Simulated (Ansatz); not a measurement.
What does this script print? It uses Ansatz 0.2.0 through its Python package.

The script, `torsion.py`:
```python
import ansatz as az
from ase import Atoms

atoms = Atoms(["O", "Ga", "H", "H", "H", "H", "H"], positions=[
    (-0.4073, -1.1763, -0.0864),
    (0.0275, 0.6293, -0.0863),
    (-0.5218, -1.3846, 0.8442),
    (0.412, -1.5943, -0.4573),
    (0.2583, 1.1299, -1.6156),
    (-1.1329, 1.5204, 0.604),
    (1.4254, 0.8076, 0.7516),
])

first = (
    az.Crystal.molecule_from_ase(atoms).calculation()
    .basis(gaussian="def2-SVP")
    .functional("CAM-B3LYP")
    .relax(force_tolerance=0.02, max_steps=80)
)
atoms.positions = first.run(threads=1).report["positions_ang"]

start = atoms.get_dihedral(4, 1, 0, 2)
energies = {}
for turn in range(0, 360, 40):
    turned = atoms.copy()
    turned.set_dihedral(4, 1, 0, 2, start + turn, indices=[0, 2, 3])
    base = az.Crystal.molecule_from_ase(turned).calculation()
    base = base.basis(gaussian="def2-SVP").functional("CAM-B3LYP")
    energies[round((start + turn) % 360)] = base.run(threads=1).report["free_energy_ev"]
floor = min(energies.values())
print("dihedral H4-Ga1-O0-H2 (deg)   E - E(min) (eV)")
for angle, e in sorted(energies.items()):
    print(f"{angle:8d} {(e - floor):14.3f}  " + "#" * int(30 * (e - floor) / max(max(energies.values()) - floor, 1e-9)))
```

```console
$ python torsion.py
dihedral H4-Ga1-O0-H2 (deg)   E - E(min) (eV)
      28          0.015  ######################
      68          0.013  ###################
     108          0.020  ##############################
     148          0.019  ############################
     188          0.007  ##########
     228          0.000
     268          0.004  #####
     308          0.014  ####################
     348          0.020  #############################
```

Notes:
- These settings explore the input space; basis and method may be short of convergence.
- The scan is rigid and the energies are electronic, in a modest basis. With rigid groups the curve can differ much from the relaxed path, the start wasn't checked as a minimum of this torsion, and equivalent turns needn't return to the same energy.
- Run time: 76 s on 1 thread of Arm Neoverse V1, on a shared host, peak memory 0.23 GiB.
